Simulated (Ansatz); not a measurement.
# KRh (L10 type): how the settings move a single-point run

How sensitive is a single-point run of KRh (L10 type) to its settings? A reference run comes first, then one run with altered input.

Computed with Ansatz 0.2.0 (reference: DFT, LDA, all-electron LAPW, scalar-relativistic, unless a step's input says otherwise).

1 further run of the same task is left out (set aside as unsound or not needed).

## Step 1: The starting structure

The structure is tetragonal, space group P4/mmm (No. 123). The conventional cell has a = 2.697 Å, b = 2.697 Å, c = 5.172 Å, α = 90.00°, β = 90.00°, γ = 90.00°. Around K (site symmetry 4/mmm) lie 4 K at 2.70 Å. Rh (site symmetry 4/mmm) is surrounded by 4 Rh at 2.70 Å.

Coordinates:

```cif
data_structure
_symmetry_space_group_name_H-M 'P 1'
_symmetry_Int_Tables_number 1
_cell_length_a 2.6967
_cell_length_b 2.6967
_cell_length_c 5.1722
_cell_angle_alpha 90.000
_cell_angle_beta 90.000
_cell_angle_gamma 90.000
_cell_volume 37.61
loop_
_atom_site_label
_atom_site_type_symbol
_atom_site_fract_x
_atom_site_fract_y
_atom_site_fract_z
_atom_site_occupancy
K1 K 0.00000 0.00000 0.00000 1
Rh1 Rh 0.50000 0.50000 0.50000 1
```

## Step 2: Baseline

File input.yaml:

```yaml
crystal:
  lattice:
    - [2.6966974211, 0.0, 0.0]
    - [0.0, 2.6966974211, 0.0]
    - [0.0, 0.0, 5.1721604098]
  atoms:
    - { symbol: K, position: [0.0, 0.0, 0.0] }
    - { symbol: Rh, position: [0.5, 0.5, 0.5] }
kpoints:
  mp_grid: { grid: [9, 9, 7] }
scf:
  occupations: { method: fermi_dirac, width: 0.05 }
hamiltonian:
  xc: lda
  pseudopotentials: { kind: all_electron, lapw: { basis_error: 0.01 } }
output:
  forces: true
  stress: true
  eigenvalues: true
```

Launch:

```
$ ansatz run input.yaml --threads 1 --pin off --max-ram 2048MiB --backend cpu --events-out ev --progress --plain --runs-dir out
```

## Step 3: Variant: lower_state_search off, xc_grid 2

input.yaml, as its differences from that of step 2:

```diff
@@ -12,2 +12,3 @@
   occupations: { method: fermi_dirac, width: 0.05 }
+  lower_state_search: "off"
 hamiltonian:
@@ -19 +20,3 @@
   eigenvalues: true
+basis:
+  xc_grid: 2
```

Q: Predict the outcome of this session. Wanted: for each run, ending; energy change; pressure; gap; force.

As calculated:

```csv
run,ending,energy change,pressure (GPa),gap (eV),force (eV/Å),cycles,time
reference,converged,0,0.0,0.00,0.00,11,27 s
"1: lower_state_search off, xc_grid 2",converged,0.0 meV/atom,0.0,0.00,0.00,11,25 s
```

Residual by cycle in the longest SCF loop of each run; runs are numbered as in the table. The quantity is the density residual dr2, in eV.

```csv
cycle,reference,run 1
1,0.225,0.225
2,0.676,0.676
3,0.235,0.235
4,0.134,0.134
5,0.00448,0.00448
6,4.4e-4,4.4e-4
7,2.4e-4,2.4e-4
8,8.4e-6,8.4e-6
9,4.6e-6,4.6e-6
10,1.3e-7,1.3e-7
11,2.7e-8,2.7e-8
```

What this shows: The changed input (search for lower states and numerical grids) leaves the energy the same to the digits printed.
